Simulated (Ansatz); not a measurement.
# CH2OSTe: the cost of one run

Program: Ansatz 0.2.0. Level of theory: RKS PBE0-D4/def2-SVP. These are calculated values, not measurements.

## Step 1: The structure to begin with

Bond lengths: O1–C2 1.248 Å, C2–S3 1.760 Å, C2–Te4 2.076 Å, S3–H5 1.420 Å, Te4–H6 1.754 Å. Angles: O1–C2–S3 117.6°, O1–C2–Te4 124.7°, S3–C2–Te4 117.7°, C2–S3–H5 93.5°, C2–Te4–H6 91.4°.

As a file:

```xyz
6

O    -0.3391   -1.6790    0.1552
C    -0.0473   -0.4744    0.0109
S     1.6329   -0.0080    0.2526
Te   -1.3955    1.0116   -0.5201
H     1.9812   -0.2274   -1.1069
H    -1.7901    1.3131    1.1621
```

## Step 2: End point A

File input.yaml:

```yaml
crystal:
  periodic: [false, false, false]
  atoms:
    - { symbol: O, position_ang: [-0.3391, -1.679, 0.1552] }
    - { symbol: C, position_ang: [-0.0473, -0.4744, 0.0109] }
    - { symbol: S, position_ang: [1.6329, -0.008, 0.2526] }
    - { symbol: Te, position_ang: [-1.3955, 1.0116, -0.5201] }
    - { symbol: H, position_ang: [1.9812, -0.2274, -1.1069] }
    - { symbol: H, position_ang: [-1.7901, 1.3131, 1.1621] }
basis:
  gaussian: { orbitals: def2-SVP }
hamiltonian:
  xc: pbe0
  dispersion: d4
relax:
  f_tol: 0.02
  max_steps: 50
```

The run is started by

```console
$ ansatz run input.yaml --threads 2 --pin off --max-ram 3072MiB --backend cpu --events-out ev --progress --plain --runs-dir out
```

What time and memory should one allow on 2 threads of Arm Neoverse V1, shared host?

About 53 s, with a peak of 0.18 GiB.
